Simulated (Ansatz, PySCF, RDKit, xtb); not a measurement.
# Which structure has the formula MgBBrO2?

Given the formula MgBBrO2 and nothing else, which arrangement of the atoms is the most stable in the gas at 298.15 K, and what are its properties?

The funnel: GFN2-xTB relaxations, single points with a density functional, relaxations at PBE0-D3(BJ)/def2-SVP, harmonic vibrations, and a last energy at a higher level. All values are calculated.

8 further runs of the same task are left out: 8 set aside as unsound or not needed.

**1. Possible bonding patterns**

A program enumerates the bonding patterns with one Lewis structure each (two rings at most, one unusual centre or charged pair), with their diastereomers. O–O, O–halogen and N–halogen bonds and N–N–N chains are not drawn. That gives 3 candidates.

```
label                SMILES     spin
 c410       BrB1[O][Mg][O]1  singlet
 c480  [Br][Mg-]1[O]B=[O+]1  singlet
 c517        O=B[O][Mg][Br]  singlet
```

Candidates are built by distance geometry, with a force field where one applies, in up to four conformers (letters a to d). 10 starts with atoms placed at random are added, to find patterns that the rules miss.

**Question.** With final energies at CCSD(T)/def2-SVP + MP2/def2-TZVPP - MP2/def2-SVP, which structure will this search put lowest in free energy, and by what margin?

| quantity | value |
| --- | --- |
| lowest structure found | O=B[O][Mg][Br], singlet, C∞v |
| next finalist | [Br][Mg]12[O][B]1[O]2 ‡, singlet, 11.1 kcal/mol higher in G |
| share at equilibrium, among the finalists | 100.0 % |
| harmonic wavenumbers, lowest and highest (PBE0-D3(BJ)/def2-SVP) | 47 and 2153 cm⁻¹ |
| rotational constants, same geometry | 0.01942 cm⁻¹ |
| dipole moment (PBE0/def2-TZVPD) | 4.02 D |
| HOMO energy (PBE0/def2-TZVPD) | -8.60 eV |
| LUMO energy (PBE0/def2-TZVPD) | -2.35 eV |
| HOMO–LUMO gap (PBE0/def2-TZVPD) | 6.24 eV |
| lowest excitation (TD-CAM-B3LYP/def2-SVPD) | 5.37 eV (f = 0.038) |
| lowest triplet excitation, same level, Tamm-Dancoff | 5.11 eV |
| vertical ionisation energy | 10.55 eV |
| vertical electron affinity | 1.03 eV |
| vertical triplet less singlet | +5.06 eV |

`O=B[O][Mg][Br]` comes out lowest. Among the finalists first place is clear (11.1 kcal/mol); structures outside the list aren't covered. GFN2-xTB, HF/STO-3G, r2SCAN-D4/def2-SVP, PBE0-D3(BJ)/def2-SVP, HF/def2-SVP and MP2/def2-SVP already put its bonding pattern lowest among the structures in one piece. Lowest found is not proven lowest: the search is finite, and each finalist counts with one conformer. Bonds to the alkali or alkaline-earth atom are largely ionic, and its place along soft bends is ill-defined.

‡ marks the bonded skeleton alone, with all bonds drawn single: no Lewis structure was assigned that passes a check against the bond lengths.
